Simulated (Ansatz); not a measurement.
**Cl₃FH₂SSi₂: one species, many methods**

One table from this session's results is given with a row withheld; the runs are named, their logs left out.

Method: functionals in def2-TZVPP, the program's frozen cores in correlated methods; program: Ansatz 0.2.0, Gaussian basis.

Plan: PBE-D4, r2SCAN-D4, PBE0-D4, B3LYP-D4, ωB97X-V, ωB97M-V, B2PLYP; CCSD(T)/def2-TZVPP; MP2/def2-QZVPP; extrapolation to the limit.

### The relaxed structure

All runs share one geometry, relaxed beforehand with PBE0-D4 in a triple-zeta def2 set.

SMILES `F[Si](Cl)(Cl)S[SiH2]Cl`, 9 atoms, charge 0, spin multiplicity 1.

Atoms are counted from 1 here; the program's logs count them from 0.

Bond lengths: F1–Si2 1.582 Å, Si2–Cl3 2.020 Å, Si2–Cl4 2.025 Å, Si2–S5 2.101 Å, S5–Si6 2.143 Å, Si6–Cl7 2.043 Å, Si6–H8 1.477 Å, Si6–H9 1.476 Å. Angles: F1–Si2–Cl3 108.0°, F1–Si2–Cl4 106.4°, F1–Si2–S5 110.9°, Cl3–Si2–Cl4 110.5°, Cl3–Si2–S5 107.8°, Cl4–Si2–S5 113.2°, Si2–S5–Si6 99.2°, S5–Si6–Cl7 111.5°, S5–Si6–H8 110.1°, S5–Si6–H9 105.5°, Cl7–Si6–H8 108.6°, Cl7–Si6–H9 108.2°, H8–Si6–H9 112.8°.

Coordinates:

| atom | x (Å) | y (Å) | z (Å) |
| --- | --- | --- | --- |
| F1 | -2.2520 | 0.0783 | -0.5254 |
| Si2 | -1.3717 | -0.3181 | 0.7274 |
| Cl3 | -2.5496 | -0.2379 | 2.3670 |
| Cl4 | -0.7363 | -2.2133 | 0.4032 |
| S5 | 0.2020 | 1.0468 | 1.0005 |
| Si6 | 1.3676 | 0.5759 | -0.7352 |
| Cl7 | 2.8043 | -0.8154 | -0.3188 |
| H8 | 0.4960 | 0.0490 | -1.8049 |
| H9 | 2.0396 | 1.8347 | -1.1138 |

The first run:

The input, in.yaml:

```yaml
crystal:
  periodic: [false, false, false]
  atoms:
    - {symbol: F, position_ang: [-2.251954, 0.078309, -0.525374]}
    - {symbol: Si, position_ang: [-1.371713, -0.318125, 0.727389]}
    - {symbol: Cl, position_ang: [-2.549629, -0.237925, 2.366968]}
    - {symbol: Cl, position_ang: [-0.736258, -2.213292, 0.403165]}
    - {symbol: S, position_ang: [0.201974, 1.046826, 1.000510]}
    - {symbol: Si, position_ang: [1.367590, 0.575875, -0.735171]}
    - {symbol: Cl, position_ang: [2.804330, -0.815416, -0.318813]}
    - {symbol: H, position_ang: [0.496044, 0.049032, -1.804910]}
    - {symbol: H, position_ang: [2.039606, 1.834708, -1.113764]}
basis:
  gaussian: {orbitals: def2-TZVPP}
hamiltonian: {xc: pbe, dispersion: d4}
output: {forces: true, orbitals: {seedname: orbitals}}
```

Run with:

```
$ ansatz run in.yaml --threads 2 --pin off --events-out ev --progress --plain --max-ram 32768MiB --backend cuda --devices 0, --max-vram 18GiB
```

Among the steps run: PBE-D4 (GGA); r2SCAN-D4 (meta-GGA); PBE0-D4 (hybrid); B3LYP-D4 (hybrid); ωB97X-V (range-separated); ωB97M-V (range-separated); B2PLYP (double hybrid); CCSD(T) in def2-TZVPP; MP2 in def2-QZVPP.

One of the session's tables, all rows but one given; the rest of the session is left out.

It belongs to the step «Atomisation energies». 

| method | atomisation energy (eV) |
| --- | --- |
| PBE-D4 | 32.457 |
| r2SCAN-D4 | 32.425 |
| PBE0-D4 | 32.031 |
| B3LYP-D4 | 31.569 |
| ωB97X-V | ? |
| ωB97M-V | 32.392 |
| B2PLYP | 31.291 |
| HF/def2-TZVPP | 23.631 |
| MP2/def2-TZVPP | 32.253 |
| CCSD/def2-TZVPP | 30.298 |
| CCSD(T)/def2-TZVPP | 30.962 |
| MP2/CBS | 33.527 |
| CCSD(T)/CBS | 32.236 |

**Question.** Estimate the row for ωB97X-V.

**Answer.** atomisation energy (eV): 32.408. In the column «atomisation energy (eV)» it lies between ωB97M-V (32.392) and r2SCAN-D4 (32.425).

To keep in mind: Free atoms (1 F, 2 Si, 3 Cl, 1 S, 2 H) were run apart at each level; the atomisation energy is their sum less the molecule, without zero-point or spin-orbit terms.
